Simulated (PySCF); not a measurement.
# LaP5 (La(P5)2+): the cost of one run

Computed with PySCF 2.14.0. Level: several levels, as the steps say, no spin–orbit coupling.

2 further runs of the same task are left out: 2 for a known fault of the program.

## Step 1: The system as given

6 atoms, charge 2, spin multiplicity 1.

Bond lengths: La1–P2 3.079 Å, La1–P3 3.079 Å, La1–P4 3.079 Å, La1–P5 3.079 Å, La1–P6 3.079 Å, P2–P3 2.143 Å, P2–P6 2.143 Å, P3–P4 2.143 Å, P4–P5 2.143 Å, P5–P6 2.143 Å. Angles: P2–La1–P3 40.7°, P2–La1–P4 68.5°, P2–La1–P5 68.5°, P2–La1–P6 40.7°, P3–La1–P4 40.7°, P3–La1–P5 68.5°, P3–La1–P6 68.5°, P4–La1–P5 40.7°, P4–La1–P6 68.5°, P5–La1–P6 40.7°, La1–P2–P3 69.6°, La1–P2–P6 69.6°, P3–P2–P6 108.0°, La1–P3–P2 69.6°, La1–P3–P4 69.6°, P2–P3–P4 108.0°, La1–P4–P3 69.6°, La1–P4–P5 69.6° and more.

Geometry (Å):

| atom | x (Å) | y (Å) | z (Å) |
| --- | --- | --- | --- |
| La1 | 0.0000 | 0.0000 | -1.3331 |
| P2 | 1.8227 | 0.0000 | 1.1484 |
| P3 | 0.5632 | 1.7335 | 1.1484 |
| P4 | -1.4746 | 1.0714 | 1.1484 |
| P5 | -1.4746 | -1.0714 | 1.1484 |
| P6 | 0.5633 | -1.7335 | 1.1484 |

Formal oxidation states: La +3. The 4f shell is empty and lies in the core potential. An earlier session relaxed this geometry at PBE0, La lcecp-1-SVP with ECP46, P def2-SVP (singlet, point group C5v).

At PBE0 on the finer grid: E = -1736.626571 Eh, HOMO -15.63 eV, LUMO -12.91 eV, Mulliken charge on La1 +1.45 e, largest force component 0.004 eV/Å. The large-core potential holds the 4f shell empty.

Levels to run: TPSS; M06-L; PBE; revPBE; PBE0, TZVP; PBE0, x2c-SVP. Hardware: 2 threads of Intel Xeon 6975P-C (Granite Rapids), shared host.

## Step 2: TPSS

run.py (the lines that set the calculation) reads:

```python
mol = gto.M(atom='''
La     0.00000     0.00000    -1.33308
P      1.82274     0.00002     1.14837
P      0.56324     1.73354     1.14837
P     -1.47464     1.07136     1.14837
P     -1.47462    -1.07140     1.14837
P      0.56328    -1.73352     1.14837''',
    basis={'La': 'lcecp-1-SVP', 'P': 'def2-SVP'},
    ecp={'La': 'lcecp-1-SVP'},
    charge=2, spin=0)
mf = dft.RKS(mol, xc='TPSS')
mf.grids.atom_grid = (75, 302)  # f atoms: unpruned, at least (60, 302)
mf = mf.density_fit()  # fitting sets: La AutoAux, P def2-universal-JKFIT
mf.conv_tol = 1e-08; mf.max_cycle = 55
mf.kernel(dm0)  # dm0: the density of the relaxed state
```

Started as:

```bash
$ OMP_NUM_THREADS=2 python run.py
```

**Question.** How long does this run take on 2 threads of Intel Xeon 6975P-C (Granite Rapids), shared host?

About 8.9 s.
